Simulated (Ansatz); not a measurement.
**Ga7P8 zinc blende off rod (Ga₇P₈H₂₆+): the relaxed shape and its frontier levels**

Aim: characterise Ga7P8 zinc blende off rod (Ga₇P₈H₂₆+) as a singlet: its structure, frontier levels and distribution of charge.

Computed with Ansatz 0.2.0, Gaussian basis. Level: RKS PBE0-D4/def2-SVP.

Plan: relaxation at r2SCAN-D4/def2-SVP; a single point at PBE0-D4/def2-SVP.

**1. Starting geometry**

41 atoms, charge 1, spin multiplicity 1.

Atoms are counted from 1 here; the program's logs count them from 0.

Bond lengths: Ga1–P8 2.493 Å, Ga1–P11 2.500 Å, Ga1–H16 1.549 Å, Ga1–H17 1.549 Å, Ga2–P9 2.470 Å, Ga2–P11 2.433 Å, Ga2–P12 2.439 Å, Ga2–H18 1.559 Å, Ga3–P8 2.437 Å, Ga3–P9 2.511 Å, Ga3–P13 2.398 Å, Ga3–H19 1.565 Å, Ga4–P10 2.422 Å, Ga4–P13 2.438 Å, Ga4–P14 2.415 Å, Ga4–H20 1.575 Å, Ga5–P12 2.491 Å, Ga5–P13 2.432 Å and more. Angles: P8–Ga1–P11 98.2°, P8–Ga1–H16 106.9°, P8–Ga1–H17 107.8°, P11–Ga1–H16 107.2°, P11–Ga1–H17 106.0°, H16–Ga1–H17 127.0°, P9–Ga2–P11 102.5°, P9–Ga2–P12 98.8°, P9–Ga2–H18 113.8°, P11–Ga2–P12 101.5°, P11–Ga2–H18 119.2°, P12–Ga2–H18 118.0°, P8–Ga3–P9 100.4°, P8–Ga3–P13 110.6°, P8–Ga3–H19 116.5°, P9–Ga3–P13 96.5°, P9–Ga3–H19 110.0°, P13–Ga3–H19 119.1° and more.

The ion is computed in the gas phase, without counter-ions or solvent.

The start is a GFN2-xTB geometry.

**2. Optimising with r2SCAN-D4/def2-SVP**

in.yaml

```yaml
crystal:
  periodic: [false, false, false]
  atoms:
    - {symbol: Ga, position_ang: [-2.239760, 1.813790, -4.507670]}
    - {symbol: Ga, position_ang: [1.227820, -1.000550, -3.918820]}
    - {symbol: Ga, position_ang: [-1.704380, -0.818300, -0.734370]}
    - {symbol: Ga, position_ang: [1.474500, -1.419400, 1.652960]}
    - {symbol: Ga, position_ang: [1.117870, 2.073170, -0.678880]}
    - {symbol: Ga, position_ang: [-1.984340, -1.210850, 4.128330]}
    - {symbol: Ga, position_ang: [1.444970, 1.902780, 4.292200]}
    - {symbol: P, position_ang: [-2.701240, 0.768320, -2.291890]}
    - {symbol: P, position_ang: [-0.251870, -2.137940, -2.300440]}
    - {symbol: P, position_ang: [-0.268840, -2.549110, 2.897590]}
    - {symbol: P, position_ang: [-0.336340, 0.350230, -5.203610]}
    - {symbol: P, position_ang: [2.199560, 0.665850, -2.426050]}
    - {symbol: P, position_ang: [0.081810, 0.209870, 0.490680]}
    - {symbol: P, position_ang: [2.690180, 0.105910, 3.076190]}
    - {symbol: P, position_ang: [-0.559490, 0.623580, 4.898400]}
    - {symbol: H, position_ang: [-3.440050, 1.470970, -5.425150]}
    - {symbol: H, position_ang: [-1.631110, 3.215080, -4.252910]}
    - {symbol: H, position_ang: [2.196690, -1.964210, -4.669340]}
    - {symbol: H, position_ang: [-2.689710, -1.775370, 0.014880]}
    - {symbol: H, position_ang: [2.317600, -2.303930, 0.659600]}
    - {symbol: H, position_ang: [-0.001020, 2.867420, -1.420830]}
    - {symbol: H, position_ang: [2.272530, 2.681010, 0.158280]}
    - {symbol: H, position_ang: [-2.514260, -2.038100, 5.319930]}
    - {symbol: H, position_ang: [-2.861800, -0.703840, 2.933330]}
    - {symbol: H, position_ang: [1.087740, 2.858010, 3.106650]}
    - {symbol: H, position_ang: [2.229380, 2.300330, 5.562180]}
    - {symbol: H, position_ang: [-3.975650, 0.222610, -2.413680]}
    - {symbol: H, position_ang: [-3.091940, 1.805530, -1.453390]}
    - {symbol: H, position_ang: [-0.870720, -3.229840, -2.886710]}
    - {symbol: H, position_ang: [0.609400, -2.877230, -1.494790]}
    - {symbol: H, position_ang: [-0.970160, -3.136140, 1.846460]}
    - {symbol: H, position_ang: [0.203270, -3.733620, 3.437360]}
    - {symbol: H, position_ang: [-0.709090, -0.445130, -6.278790]}
    - {symbol: H, position_ang: [0.529650, 1.156310, -5.933650]}
    - {symbol: H, position_ang: [3.081090, 1.401500, -3.203370]}
    - {symbol: H, position_ang: [3.185270, -0.055340, -1.759990]}
    - {symbol: H, position_ang: [-0.595490, 0.792700, 1.564510]}
    - {symbol: H, position_ang: [3.404370, 0.796390, 2.101390]}
    - {symbol: H, position_ang: [3.788150, -0.523820, 3.640150]}
    - {symbol: H, position_ang: [-1.470310, 1.602160, 5.270620]}
    - {symbol: H, position_ang: [-0.274280, 0.239190, 6.202670]}
basis:
  gaussian: {orbitals: def2-SVP, fitting: {mean_field: def2-universal-jkfit}}
total_charge: 1
hamiltonian: {xc: r2scan, dispersion: d4}
scf: {lower_state_search: "off"}
output: {orbitals: {seedname: orbitals}}
relax: {f_tol: 0.03, max_steps: 70}
```

Command:

```
$ ansatz run in.yaml --threads 2 --pin off --events-out ev --progress --plain --max-ram 32768MiB --backend cuda --devices 0, --max-vram 18GiB
```

The runs that follow: Single point, PBE0-D4/def2-SVP.

Q: Predict the results of all the runs planned. Wanted: point group; commonest bond, hydrogen aside; HOMO, LUMO at PBE0-D4/def2-SVP.

**Answer**, as computed:

```
                      quantity                            value
                   point group                               C1
commonest bond, hydrogen aside  Ga–P, 17 of mean length 2.405 Å
HOMO, LUMO at PBE0-D4/def2-SVP                 -10.17, -3.79 eV
```

**Reading.** The molecule keeps its bonding pattern by the stored test; the atoms moved 0.35 Å (rms), and the angle Ga6–P15–Ga7 went from 142° to 126°. No usable vibrations, so a minimum isn't proven. The HOMO lies nearest to P15 22 %; H23, H26 about 17 % each and the LUMO to P9 14 %; H29, H30 about 8 % each. Whether this spin is the lowest isn't tested here. The point group is read from a loosely relaxed geometry; soft torsions can leave it below the true symmetry.
